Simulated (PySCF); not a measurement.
**C₅H₁₀AlN: electronic excitations**

What electronic excitations should C₅H₁₀AlN (`C=C(C)CC#[N+][AlH3-]`) show?

Computed with PySCF 2.14.0, with density-fitted response routines of our own, on a single molecule in the gas phase. Atoms count from 0, in the outputs and in this text.

## Step 1: The starting structure

17 atoms, charge 0, multiplicity 1; geometry from: GFN2-xTB.

Bonds of the start (Å): C0–C1 1.32, C1–C2 1.49, C1–C3 1.52, C3–C4 1.42, C4–N5 1.15, N5–Al6 2.00, C0–H7 1.08, C0–H8 1.08, C2–H9 1.09, C2–H10 1.09, C2–H11 1.09, C3–H12 1.09, C3–H13 1.09, Al6–H14 1.58, Al6–H15 1.58, Al6–H16 1.56.

## Step 2: Ultraviolet spectrum: B3LYP/def2-SVPD

The job: settings as JSON, then the geometry in Å.

```
{"job": {"kind": "uv", "xc": "B3LYP", "basis": "def2-SVPD", "nstates": 8, "ntriplets": 3}, "charge": 0, "multiplicity": 1}
C      2.359079     0.380678     0.249414
C      1.275568    -0.346384     0.040754
C      0.548427    -1.103942     1.101186
C      0.651097    -0.435083    -1.347011
C     -0.618366     0.204810    -1.260903
N     -1.625887     0.731011    -1.094661
Al    -2.701254     1.111974     0.544894
H      2.844743     0.936616    -0.534635
H      2.806587     0.447369     1.225406
H      0.428813    -2.150048     0.820632
H     -0.450452    -0.680376     1.243446
H      1.082334    -1.052765     2.045336
H      0.505991    -1.479991    -1.638605
H      1.272448     0.063859    -2.094281
H     -3.003658    -0.400509     0.885277
H     -1.527086     1.756181     1.383622
H     -3.855384     2.028630     0.045248
```

With the program's defaults for keys left out, this is: TDDFT B3LYP/def2-SVPD, vertical, gas phase, core orbitals frozen in the response.

On the command line:

```console
OMP_NUM_THREADS=1 python probes_run.py task.json out
```

One launch serves the whole session: the jobs run in the order shown.

Standard output:

```text
coarse grid: 14320 points
cycle   1  E = -493.2972721916  dE =  5.831e-01  |g| = 5.407e-01  |ddm| = 7.056e+00
cycle   2  E = -493.0984154732  dE =  1.989e-01  |g| = 1.107e+00  |ddm| = 2.423e+00
cycle   3  E = -493.3687726638  dE = -2.704e-01  |g| = 2.039e-01  |ddm| = 1.371e+00
cycle   4  E = -493.3783520040  dE = -9.579e-03  |g| = 5.001e-02  |ddm| = 3.446e-01
cycle   5  E = -493.3789780827  dE = -6.261e-04  |g| = 9.776e-03  |ddm| = 9.287e-02
cycle   6  E = -493.3789977431  dE = -1.966e-05  |g| = 5.249e-03  |ddm| = 2.646e-02
cycle   7  E = -493.3790047098  dE = -6.967e-06  |g| = 1.327e-03  |ddm| = 1.001e-02
final grid: 132648 points
cycle   8  E = -493.4603301009  dE = -4.304e-05  |g| = 5.441e-03  |ddm| = 1.447e-01
cycle   9  E = -493.4603228772  dE =  7.224e-06  |g| = 7.539e-03  |ddm| = 2.600e-02
cycle  10  E = -493.4603375341  dE = -1.466e-05  |g| = 1.777e-03  |ddm| = 1.399e-02
cycle  11  E = -493.4603382570  dE = -7.229e-07  |g| = 3.905e-04  |ddm| = 2.509e-03
cycle  12  E = -493.4603382801  dE = -2.306e-08  |g| = 2.062e-04  |ddm| = 6.368e-04
cycle  13  E = -493.4603382898  dE = -9.734e-09  |g| = 3.721e-05  |ddm| = 2.670e-04
cycle  14  E = -493.4603382902  dE = -3.561e-10  |g| = 8.955e-06  |ddm| = 8.522e-05
converged SCF energy = -493.4603382902

Static polarisability (au): isotropic 98.099, principal 86.666 87.560 120.072

Singlet excitations
state   eV       nm        f      main configurations
  1   4.5739    271.1   0.00692   H->L 0.71, H-1->L 0.27
  2   4.6537    266.4   0.01146   H-1->L 0.71, H->L 0.26
  3   5.1180    242.3   0.00528   H->L+1 0.86, H-1->L+1 0.12
  4   5.2281    237.1   0.04260   H-1->L+1 0.86, H->L+1 0.11
  5   5.7408    216.0   0.05023   H-2->L 0.89
  6   5.9219    209.4   0.00429   H->L+2 0.85, H-1->L+2 0.12
  7   6.0294    205.6   0.01088   H-1->L+2 0.85, H->L+2 0.11
  8   6.0780    204.0   0.00672   H->L+3 0.76, H-1->L+3 0.19

Triplet excitations (Tamm-Dancoff, eV): 4.3474 4.4247 4.5513
```

It took 50 s on 1 thread of Arm Neoverse V1, shared host; peak memory 0.85 GiB.

Frontier orbitals and where they lie:

```
orbital     eV                         atoms
 HOMO−3  -9.39  Al6 35 %, H16 16 %, H14 15 %
 HOMO−2  -8.10      C0 37 %, C1 34 %, C2 8 %
 HOMO−1  -7.06  Al6 37 %, H14 31 %, H16 24 %
   HOMO  -7.03  Al6 37 %, H15 36 %, H16 14 %
   LUMO  -1.61     C4 25 %, N5 25 %, C1 11 %
 LUMO+1  -1.05     N5 34 %, C4 31 %, C3 12 %
 LUMO+2  -0.38     C1 24 %, C0 20 %, C4 14 %
```

With each of the 8 states as a Gaussian band of 0.4 eV half-width at 1/e, the curve within the window shown has maxima at 217 nm (ε 2,900) L/(mol cm). Beyond the last state computed it falls off for lack of states. The curve at chosen wavelengths:

| nm | ε (L/mol/cm) |
| --- | --- |
| 194 | 570 |
| 199 | 1187 |
| 203 | 1785 |
| 208 | 2460 |
| 213 | 2853 |
| 217 | 2931 |
| 222 | 2846 |
| 227 | 2708 |
| 231 | 2603 |
| 236 | 2444 |
| 241 | 2211 |
| 245 | 1978 |
| 250 | 1673 |
| 255 | 1407 |
| 260 | 1200 |
| 264 | 1069 |
| 269 | 926 |
| 274 | 786 |
| 278 | 671 |
| 283 | 529 |
| 288 | 397 |
| 292 | 305 |
| 297 | 210 |
| 302 | 138 |
| 306 | 96 |
| 311 | 59 |

Ground-state properties from the same run:

```
           property  computed
  dipole moment (D)      7.11
polarisability (Å³)     14.54
 HOMO–LUMO gap (eV)      5.42
      −ε(HOMO) (eV)      7.03
```

## Step 3: What came out

| quantity | value |
| --- | --- |
| lowest singlet (B3LYP/def2-SVPD) | 4.57 eV (271 nm), f = 0.007 |
| brightest single state of those computed | state 5, 5.74 eV, f = 0.050 |
| lowest triplet | 4.35 eV |

The lowest singlet, at 4.57 eV, is HOMO→LUMO 0.71, HOMO−1→LUMO 0.27 and is weak; of the 8 states computed, the strongest absorption comes from state 5 at 5.74 eV. The lowest triplet lies 0.23 eV below the lowest singlet (triplets in Tamm-Dancoff, singlets in full TDDFT).
